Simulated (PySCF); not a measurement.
# TaF₄: doublet, from a square planar start

Aim: relax TaF₄ as a doublet from a square planar start, check by its vibrations whether the end is a minimum, and collect its spectrum and constants.

Method: B3LYP, basis Ta def2-SVP with ECP60, F def2-SVP, scalar-relativistic core potentials, no spin–orbit coupling, density fitting; program: PySCF 2.14.0.

**1. Where the work starts**

5 atoms, charge 0, spin multiplicity 2.

Bond lengths: Ta1–F2 2.100 Å, Ta1–F3 2.100 Å, Ta1–F4 2.100 Å, Ta1–F5 2.100 Å. Angles: F2–Ta1–F3 90.0°, F2–Ta1–F4 180.0°, F2–Ta1–F5 90.0°, F3–Ta1–F4 90.0°, F3–Ta1–F5 180.0°, F4–Ta1–F5 90.0°.

Coordinates in bohr (charge 0 multiplicity 2):
```
Ta    0.0000    0.0000    0.0000
F     3.9684    0.0000    0.0000
F     0.0000    3.9684    0.0000
F    -3.9684    0.0000    0.0000
F     0.0000   -3.9684    0.0000
```

**2. Relaxing the doublet from the square planar start**

The steps below are one call of a driver around PySCF. For each, scf.py gives the equivalent set-up of the SCF; relaxations use the driver's own optimiser. Before each start the driver seeks the lowest SCF state from one or more starting densities and follows internal instabilities, so scf.py alone need not reach the same state.

The program finds D4h symmetry in the start, which this walk keeps. Threshold on the gradient: 0.0003 Eh/bohr, with a further test on the energy change.

scf.py reads:

```python
from pyscf import gto, scf, dft
mol = gto.M(atom='''
Ta     0.000000    -0.000000     0.000000
F      2.100000     0.000000    -0.000000
F     -0.000000     2.100000    -0.000000
F     -2.100000    -0.000000     0.000000
F      0.000000    -2.100000     0.000000''',
    basis={'Ta': 'def2-SVP', 'F': 'def2-SVP'},
    ecp={'Ta': 'def2-SVP'},
    charge=0, spin=1)
mf = dft.UKS(mol, xc='B3LYP')
mf.grids.atom_grid = (50, 194)
aux = {'Ta': 'def2-universal-JKFIT', 'F': 'def2-universal-JKFIT'}
mf = mf.density_fit(auxbasis=aux)
mf.kernel()
```

Steps of the walk:

```
step  energy (Eh)  change (kJ/mol)  largest symmetric gradient (Eh/bohr)
   0  -456.242749             0.00                               0.08823
   1  -456.317842          -197.16                               0.03827
   2  -456.324655          -215.04                               0.02547
   3  -456.327677          -222.98                               0.00343
   4  -456.327745          -223.16                               0.00030
   5  -456.327746          -223.16                               0.00000
```

The walk needed 26 s of wall time on 4 threads, shared host.

Positions (Å) and forces (eV/Å) along the way:

```
step 0
Ta   0.000   0.000   0.000   0.000   0.000   0.000
F    2.100   0.000   0.000  -4.537   0.000   0.000
F    0.000   2.100   0.000   0.000  -4.537   0.000
F   -2.100   0.000   0.000   4.537   0.000   0.000
F    0.000  -2.100   0.000   0.000   4.537   0.000
step 1
Ta   0.000   0.000   0.000   0.000   0.000   0.000
F    1.952   0.000   0.000  -1.968   0.000   0.000
F    0.000   1.952   0.000   0.000  -1.968   0.000
F   -1.952   0.000   0.000   1.968   0.000   0.000
F    0.000  -1.952   0.000   0.000   1.968   0.000
step 3
Ta   0.000   0.000   0.000   0.000   0.000   0.000
F    1.892   0.000   0.000  -0.176   0.000   0.000
F    0.000   1.892   0.000   0.000  -0.176   0.000
F   -1.892   0.000   0.000   0.176   0.000   0.000
F    0.000  -1.892   0.000   0.000   0.176   0.000
step 5
Ta   0.000   0.000   0.000   0.000   0.000   0.000
F    1.887   0.000   0.000   0.000   0.000   0.000
F    0.000   1.887   0.000   0.000   0.000   0.000
F   -1.887   0.000   0.000   0.000   0.000   0.000
F    0.000  -1.887   0.000   0.000   0.000   0.000
```

It settles in D4h symmetry, 223.2 kJ/mol below the start, after 5 steps: Ta–F 1.887 Å (×4); F–Ta–F 90.0° (×4), F–Ta–F 180.0° (×2).

**3. Is it a minimum? Harmonic modes**

The point is checked on the finer grid, and tightened if its gradient asks for it. The Hessian and the dipole derivatives come from central differences of analytic gradients, with steps of 0.01 bohr.

Changes to scf.py since step 2:

```diff
@@ -3,5 +3,5 @@
-Ta     0.000000    -0.000000     0.000000
-F      2.100000     0.000000    -0.000000
-F     -0.000000     2.100000    -0.000000
-F     -2.100000    -0.000000     0.000000
-F      0.000000    -2.100000     0.000000''',
+Ta     0.000000    -0.000000    -0.000000
+F      1.887686     0.000000    -0.000000
+F     -0.000000     1.887686    -0.000000
+F     -1.887686    -0.000000     0.000000
+F      0.000000    -1.887686     0.000000''',
@@ -12 +12 @@
-mf.grids.atom_grid = (50, 194)
+mf.grids.atom_grid = (75, 302)
```

This SCF starts from the last density.

SCF at the final geometry:

```text
init E= -456.327410551291
[... the frontier-level lines of each cycle are left out ...]
cycle= 1 E= -456.32741055129  delta_E= 1.14e-12  |g|= 1.93e-06  |ddm|= 2.79e-06
Extra cycle  E= -456.327410551287  delta_E= 3.18e-12  |g|= 4.15e-06  |ddm|= 4.49e-06
converged SCF energy = -456.327410551287  <S^2> = 0.75166384  2S+1 = 2.0016632
```

The whole step took 56 s.

Geometry: D4h; Ta–F 1.888 Å (×4); F–Ta–F 90.0° (×4), F–Ta–F 180.0° (×2).

Modes, for the most abundant isotopes:

```tsv
symmetry	ω (cm⁻¹)	IR (km/mol)	μ (u)	type
b2u	145i	0.0	19.00	bend
a2u	41i	28.1	25.84	bend
eu	177	43.4	21.34	bend
b2g	285	0.0	19.00	bend
b1g	668	0.0	19.00	stretch
eu	688	469	22.49	stretch
a1g	716	0.0	19.00	stretch
```

2 modes are imaginary, the largest at 145i cm⁻¹: a saddle point, not a minimum.

Properties at this point:

```yaml
Dipole_moment: 0.00 D
Highest_occupied_level: -7.98 eV
Lowest_empty_level: -4.56 eV
Rotational_constants: 0.1245, 0.1245, 0.06225 cm⁻¹
Zero-point_energy_real_modes: 20.3 kJ/mol
Principal_polarisabilities: 32.1, 35.1, 35.1 bohr³
Atomisation_energy_without_zero-point_energy: 2383 kJ/mol
Principal_traceless_quadrupole_moments_about_the_centre_of_mass: -5.67, -5.67, 11.35 D Å
Spin_squared_⟨S²⟩: 0.752
```

Populations by atom (charges in e):

```
    atom  Mulliken  Löwdin  polar tensor  spin (Mulliken)  Mayer order to Ta1
     Ta1      1.31    0.45          2.71             1.05                   –
F2,3,4,5     -0.33   -0.11         -0.68            -0.01                1.10
```

Outer orbital energies (eV). α occupied: -12.25, -12.10, -12.10, -11.86, -11.84, -11.84, -11.29, -7.98; empty: -3.46, -3.46, -2.23, -0.58. β occupied: -12.84, -12.29, -12.11, -12.11, -11.92, -11.85, -11.85, -11.31; empty: -4.56, -3.06, -3.06, -2.05.

Mulliken populations on Ta1 (outside its core potential): s 2.53, p 6.36, d 2.56, f 0.23.

**4. Downhill along the imaginary mode**

The atoms are moved a little along the softest imaginary mode and relaxed again.

The program finds D2d symmetry in the start, which this walk keeps.

Changes to scf.py since step 3:

```diff
@@ -3,5 +3,5 @@
-Ta     0.000000    -0.000000    -0.000000
-F      1.887686     0.000000    -0.000000
-F     -0.000000     1.887686    -0.000000
-F     -1.887686    -0.000000     0.000000
-F      0.000000    -1.887686     0.000000''',
+Ta     0.000000    -0.000000     0.000000
+F      1.887686     0.000000    -0.250000
+F     -0.000000     1.887686     0.250000
+F     -1.887686    -0.000000    -0.250000
+F      0.000000    -1.887686     0.250000''',
@@ -12 +12 @@
-mf.grids.atom_grid = (75, 302)
+mf.grids.atom_grid = (50, 194)
```

The optimiser's trace:

| step | energy (Eh) | change (kJ/mol) | largest symmetric gradient (Eh/bohr) |
| --- | --- | --- | --- |
| 0 | -456.332380 | 0.00 | 0.01342 |
| 1 | -456.335865 | -9.15 | 0.00618 |
| 2 | -456.342586 | -26.80 | 0.00647 |
| 3 | -456.346152 | -36.16 | 0.00469 |
| 4 | -456.346300 | -36.55 | 0.00077 |
| 5 | -456.346330 | -36.63 | 0.00067 |
| 6 | -456.346336 | -36.64 | 0.00016 |
| 7 | -456.346336 | -36.64 | 0.00002 |

The walk took 39 s.

Geometry (Å) and forces (eV/Å) at some steps:

```
step 0
Ta   0.000   0.000   0.000   0.000   0.000   0.000
F    1.888   0.000  -0.250  -0.690   0.000  -0.186
F    0.000   1.888   0.250   0.000  -0.690   0.186
F   -1.888   0.000  -0.250   0.690   0.000  -0.186
F    0.000  -1.888   0.250   0.000   0.690   0.186
step 1
Ta   0.000   0.000   0.000   0.000   0.000   0.000
F    1.858   0.000  -0.302  -0.019   0.000  -0.318
F    0.000   1.858   0.302   0.000  -0.019   0.318
F   -1.858   0.000  -0.302   0.019   0.000  -0.318
F    0.000  -1.858   0.302   0.000   0.019   0.318
step 4
Ta   0.000   0.000   0.000   0.000   0.000   0.000
F    1.772   0.000  -0.626  -0.040   0.000  -0.013
F    0.000   1.772   0.626   0.000  -0.040   0.013
F   -1.772   0.000  -0.626   0.040   0.000  -0.013
F    0.000  -1.772   0.626   0.000   0.040   0.013
step 7
Ta   0.000   0.000   0.000   0.000   0.000   0.000
F    1.766   0.000  -0.642  -0.001   0.000   0.000
F    0.000   1.766   0.642   0.000  -0.001   0.000
F   -1.766   0.000  -0.642   0.001   0.000   0.000
F    0.000  -1.766   0.642   0.000   0.001   0.000
```

End point (D2d, 7 steps, 36.6 kJ/mol gained): Ta–F 1.879 Å (×4); F–Ta–F 96.7° (×4), F–Ta–F 140.0° (×2).

**5. Frequencies**

As before: finer grid, then central differences.

Changes to scf.py since step 4:

```diff
@@ -3,5 +3,5 @@
-Ta     0.000000    -0.000000     0.000000
-F      1.887686     0.000000    -0.250000
-F     -0.000000     1.887686     0.250000
-F     -1.887686    -0.000000    -0.250000
-F      0.000000    -1.887686     0.250000''',
+Ta    -0.000000     0.000000    -0.000000
+F      1.765582     0.000000    -0.641942
+F     -0.000000     1.765582     0.641942
+F     -1.765582     0.000000    -0.641942
+F      0.000000    -1.765582     0.641942''',
@@ -12 +12 @@
-mf.grids.atom_grid = (50, 194)
+mf.grids.atom_grid = (75, 302)
```

SCF at the final geometry:

```text
init E= -456.346501470006
[... the frontier-level lines of each cycle are left out ...]
cycle= 1 E= -456.346501469879  delta_E= 1.26e-10  |g|= 2.11e-05  |ddm|= 2.25e-05
cycle= 2 E= -456.346501469323  delta_E= 5.56e-10  |g|= 4.44e-05  |ddm|= 4.52e-05
cycle= 3 E= -456.346501470049  delta_E= -7.25e-10  |g|= 3.46e-07  |ddm|= 3e-05
cycle= 4 E= -456.346501470049  delta_E= -1.14e-13  |g|= 9.96e-09  |ddm|= 4.67e-07
Extra cycle  E= -456.346501470044  delta_E= 4.43e-12  |g|= 5.3e-09  |ddm|= 2.13e-08
converged SCF energy = -456.346501470044  <S^2> = 0.75097638  2S+1 = 2.0009761
```

The whole step took 63 s.

Geometry: D2d; Ta–F 1.879 Å (×4); F–Ta–F 96.7° (×4), F–Ta–F 140.0° (×2).

Harmonic modes (main isotopes):

```csv
symmetry,ω (cm⁻¹),IR (km/mol)
a1,154,0.0
e,158,38.7
b2,164,12.7
b1,232,0.0
b2,681,46.6
e,696,351
a1,707,0.0
```

No imaginary mode, so this is a minimum.

Constants and moments:

* Dipole moment: 0.00 D
* Highest occupied level: -6.47 eV
* Lowest empty level: -3.24 eV
* Rotational constants: 0.1126, 0.1126, 0.07116 cm⁻¹
* Zero-point energy: 21.8 kJ/mol
* Principal polarisabilities: 33.2, 33.2, 35.1 bohr³
* Atomisation energy without zero-point energy: 2433 kJ/mol
* Principal traceless quadrupole moments about the centre of mass: -3.01, -3.01, 6.03 D Å
* Entropy at 298.15 K and 1 bar (electronic part: spin only): 341.2 J/(mol K)
* Heat capacity Cp at 298.15 K: 86.5 J/(mol K)
* Enthalpy at 298.15 K above 0 K: 19.07 kJ/mol
* Rotational symmetry number: 4
* Spin squared ⟨S²⟩: 0.751

Charges (e) and bond orders:

| atom | Mulliken | Löwdin | polar tensor | spin (Mulliken) | Mayer order to Ta1 |
| --- | --- | --- | --- | --- | --- |
| Ta1 | 1.27 | 0.46 | 2.47 | 0.98 | – |
| F2,3,4,5 | -0.32 | -0.11 | -0.62 | 0.01 | 1.12 |

Outer orbital energies (eV). α occupied: -12.64, -12.31, -12.25, -12.25, -12.05, -12.05, -11.77, -6.47; empty: -2.18, -2.16, -2.16, -0.29. β occupied: -13.21, -12.41, -12.22, -12.22, -12.20, -11.99, -11.99, -11.76; empty: -3.24, -1.98, -1.79, -1.79.

Mulliken populations on Ta1 (outside its core potential): s 2.51, p 6.33, d 2.68, f 0.22.

**6. The points found, side by side**

| spin | group | bonds | imaginary modes (cm⁻¹) | ΔE (kJ/mol) | with zero-point energy |
| --- | --- | --- | --- | --- | --- |
| doublet | D2d | Ta–F 1.879 Å (×4) | none | 0.0 | 0.0 |
| doublet | D4h | Ta–F 1.888 Å (×4) | 145i, 41i | 50.1 | – |

**7. What came out**

| quantity | value |
| --- | --- |
| minimum | doublet, D2d |
| geometry | Ta–F 1.879 Å (×4); F–Ta–F 96.7° (×4), F–Ta–F 140.0° (×2) |
| wavenumbers (cm⁻¹) | 154 (a1), 158 (e), 164 (b2), 232 (b1), 681 (b2), 696 (e), 707 (a1) |
| dipole moment | 0.00 D |
| highest occupied, lowest empty level (either spin) | -6.47, -3.24 eV |
| polar-tensor charge of Ta1 | +2.47 e |
| zero-point energy | 21.8 kJ/mol |
| entropy at 298.15 K | 341.2 J/(mol K) |
| atomisation energy (no zero-point energy) | 2433 kJ/mol |
| ⟨S²⟩ | 0.751 |

What this shows: The square planar start (D4h) ends in a minimum of D2d symmetry, after a stop at a second-order saddle point 50.1 kJ/mol higher, from which it was pushed off along an imaginary mode. In the infrared the band at 696 cm⁻¹ (e, stretch) leads. Ta1 has a polar-tensor charge of +2.5 e (a dipole derivative, not a static charge), yet symmetry cancels the bond dipoles. Most of the spin sits on Ta1 (Mulliken spin 0.98, against 1 for the whole molecule). Other starts or spin states, not run here, may lie lower. Open d and f shells are described by one determinant, and the ground state may have another occupation or spin. With an element this heavy the missing spin–orbit coupling can shift these numbers.

The search up to here needed 3.5 min of wall time on 4 threads, shared host.
